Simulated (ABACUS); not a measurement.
HPbNO4: single point with LDA

The system is HPbNO4.

```
Pb O N H
1.0
     3.85707    0.00178   -0.03658
     0.17353    4.33436   -0.01647
     0.75803    0.83873    5.87662
Pb O N H
1 4 1 1
Cartesian
  3.2640 2.7055 5.3570
  1.3252 2.6900 4.5562
  2.9731 4.6255 2.8902
  2.3661 4.0462 0.1903
  3.3249 2.1006 1.8421
  3.1776 1.4531 2.9117
  2.6784 4.0493 1.1289
```

The cell was built by a generator and needn't be a form met in nature.

* Program: ABACUS 3.10.1
* Task: single point
* Functional: LDA
* Potentials or basis: PseudoDojo NC SR 0.4.1 LDA stringent
* Cutoff: 1252 eV
* Density cutoff: 5007 eV
* Basis: plane waves
* k mesh: 5 × 4 × 3
* Occupations: fermi-dirac, width 0.05 eV
* Spin: no spin polarisation

* Pressure: -6.2 GPa
* Largest force: 0.630 eV/Å
* Band gap on the k mesh: 0.56 eV, indirect (least direct gap 0.92 eV)

Forces in eV/Å, atoms in the order of the input:
```
Pb  -0.019 -0.016 -0.141
O    0.028 -0.038  0.295
O    0.221  0.589 -0.027
O    0.042 -0.024 -0.345
O   -0.196 -0.248  0.455
N   -0.178 -0.258 -0.517
H    0.103 -0.005  0.281
```

Stress tensor (GPa, compression positive):
```
-5.28 -0.56 -0.13
-0.56 -7.34  0.25
-0.13  0.25 -5.98
```

Levels at points of the mesh, in eV from the valence-band top:
| k point | band 22 | band 23 | band 24 | band 25 | band 26 | band 27 | band 28 | band 29 | band 30 |
| --- | --- | --- | --- | --- | --- | --- | --- | --- | --- |
| (0.00, 0.00, 0.00) | -2.24 | -1.58 | -1.06 | -0.92 | -0.59 | 1.22 | 2.82 | 5.06 | 6.78 |
| (0.00, 0.50, 0.00) | -1.96 | -1.31 | -1.09 | -0.82 | -0.43 | 1.53 | 2.86 | 5.53 | 6.03 |

Wall time 54 s on 4 MPI ranks on Intel(R) Xeon(R) 6975P-C (Granite Rapids), with other jobs on the host, peak memory 0.64 GiB a rank.

Caveat: spin-orbit coupling is left out, which as a rule narrows the gap of such compounds by several tenths of an eV; an odd mesh through Γ misses points on the zone boundary, where band edges often lie.
